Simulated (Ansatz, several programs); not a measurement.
An ordered 8-atom cell of CaSn3Se4 on the rocksalt lattice (Pm-3m), relaxed with r2SCAN in Ansatz (plane waves, PAW): it is cubic, Pm-3m (No. 221); a = 6.004 Å in the conventional setting, 27.05 Å³ an atom. Sn is surrounded by 6 Se at 3.00 Å; Se is surrounded by 4 Sn at 3.00 Å and 2 Ca at 3.00 Å; Ca is surrounded by 6 Se at 3.00 Å; Se is surrounded by 6 Sn at 3.00 Å. The cell was then scaled with its shape and fractional coordinates held. Values at 0 K without nuclear motion; spin polarisation is off, and the phase may be a hypothetical one.

```csv
V (Å³/atom),E (meV/atom)
25.428,17.46
27.051,0.00
27.863,3.85
28.674,13.98
```

**Question.** Pass a cubic E = c₀ + c₁u + c₂u² + c₃u³, with u = V − 27.254 Å³, through these points.

**Answer.** c₀ = 0.29, c₁ = +2.581, c₂ = 5.669, c₃ = -0.4900 (meV and Å³).

**Question.** Where is the minimum, and what bulk modulus follows?

**Answer.** dE/du = 0 at u = -0.221, so V₀ = 27.03 Å³. B = V₀ d²E/dV² = 27.03 × (2c₂ + 6c₃u) = 27.03 × 11.989 = 324 meV/Å³, and 1 meV/Å³ is 0.16022 GPa: 52 GPa. A third-order Birch-Murnaghan fit to all five points gives 27.04 Å³ and 51 GPa.

**Question.** Predict the energy and the pressure at the withheld volume, 26.240 Å³.

**Answer.** With u = -1.014: E ≈ 4.01 meV and P = −dE/dV ≈ +1.67 GPa. The run gives 4.06 meV and, from its stress, +1.68 GPa.
